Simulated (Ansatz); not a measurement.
# EuMnBi2: the cost of one run

Method: DFT r²SCAN, scalar-relativistic, plane waves, PAW, in Ansatz 0.2.0.

### Step 1. The system as given

The structure is orthorhombic, space group Immm (No. 71). The conventional cell has a = 4.529 Å, b = 4.557 Å, c = 22.534 Å, α = 90.00°, β = 90.00°, γ = 90.00°. Eu (site symmetry mm2) has 8 Bi at 3.44 to 3.47 Å and 4 Mn at 3.79 to 3.82 Å in its first shell of neighbours. Around Mn (site symmetry mm2) lie 4 Bi at 2.86 Å and 4 Mn at 3.21 Å. Bi (site symmetry mm2) has 4 Mn at 2.86 Å and 4 Eu at 3.47 Å in its first shell of neighbours. Bi (site symmetry mmm) is surrounded by 4 Bi at 3.21 Å and 4 Eu at 3.45 Å. Around Bi (site symmetry mmm) lie 4 Bi at 3.21 Å and 4 Eu at 3.44 Å.

Structure file:

```cif
data_structure
_symmetry_space_group_name_H-M 'P 1'
_symmetry_Int_Tables_number 1
_cell_length_a 11.7159
_cell_length_b 11.7159
_cell_length_c 11.7159
_cell_angle_alpha 157.712
_cell_angle_beta 157.569
_cell_angle_gamma 31.829
_cell_volume 232.55
loop_
_atom_site_label
_atom_site_type_symbol
_atom_site_fract_x
_atom_site_fract_y
_atom_site_fract_z
_atom_site_occupancy
Eu1 Eu 0.11472 0.11472 0.00000 1
Eu2 Eu 0.88528 0.88528 0.00000 1
Mn1 Mn 0.75053 0.25053 0.50000 1
Mn2 Mn 0.24947 0.74947 0.50000 1
Bi1 Bi 0.32720 0.32720 0.00000 1
Bi2 Bi 0.67280 0.67280 0.00000 1
Bi3 Bi 0.50000 0.00000 0.50000 1
Bi4 Bi 0.00000 0.50000 0.50000 1
```

An earlier run at r²SCAN left this cell at 29.069 Å³/atom and -0.02 GPa (10×10×10 mesh). The large moments point both ways and cancel.

Volume factors to run: 0.980, 1.020, 0.960, 1.040.

### Step 2. Volume × 0.980

File input.yaml:

```yaml
crystal:
  lattice:
    - [-2.24923739, 2.2634383093, 11.191240214]
    - [2.24923739, -2.2634383093, 11.191240214]
    - [2.24923739, 2.2634383093, -11.191240214]
  atoms:
    - { symbol: Eu, position: [0.114717282, 0.114717282, 0.0], spin: 7.62 }
    - { symbol: Eu, position: [0.8852827744, 0.8852827744, 0.0], spin: -7.62 }
    - { symbol: Mn, position: [0.7505260037, 0.2505260037, 0.5], spin: 4.69 }
    - { symbol: Mn, position: [0.2494739736, 0.7494739736, 0.5], spin: -4.69 }
    - { symbol: Bi, position: [0.3271975958, 0.3271975958, 0.0] }
    - { symbol: Bi, position: [0.6728024165, 0.6728024165, 0.0] }
    - { symbol: Bi, position: [0.4999999753, -2.47e-08, 0.5] }
    - { symbol: Bi, position: [-2.12e-08, 0.4999999788, 0.5] }
basis:
  ecutwfc: 500
  ecutrho_ratio: 4
kpoints:
  mp_grid: { grid: [10, 10, 10] }
hamiltonian:
  xc: r2scan
scf:
  occupations: { method: gaussian, width: 0.05 }
output:
  forces: true
  stress: true
  eigenvalues: true
  populations: true
magnetization:
  spin_polarized: true
relax:
  f_tol: 0.01
  max_steps: 40
  cell: { stress_tol: 0.1, fix: [volume] }
```

Run with:

```console
$ ansatz run input.yaml --threads 8 --pin off --max-ram 22528MiB --backend cpu --events-out ev --progress --plain --runs-dir out
```

**Question.** How long does this run take on 8 threads of AMD EPYC 9R14 (Zen 4), shared host, and how much memory does it need?

About 11 min, with a peak of 6.5 GiB.
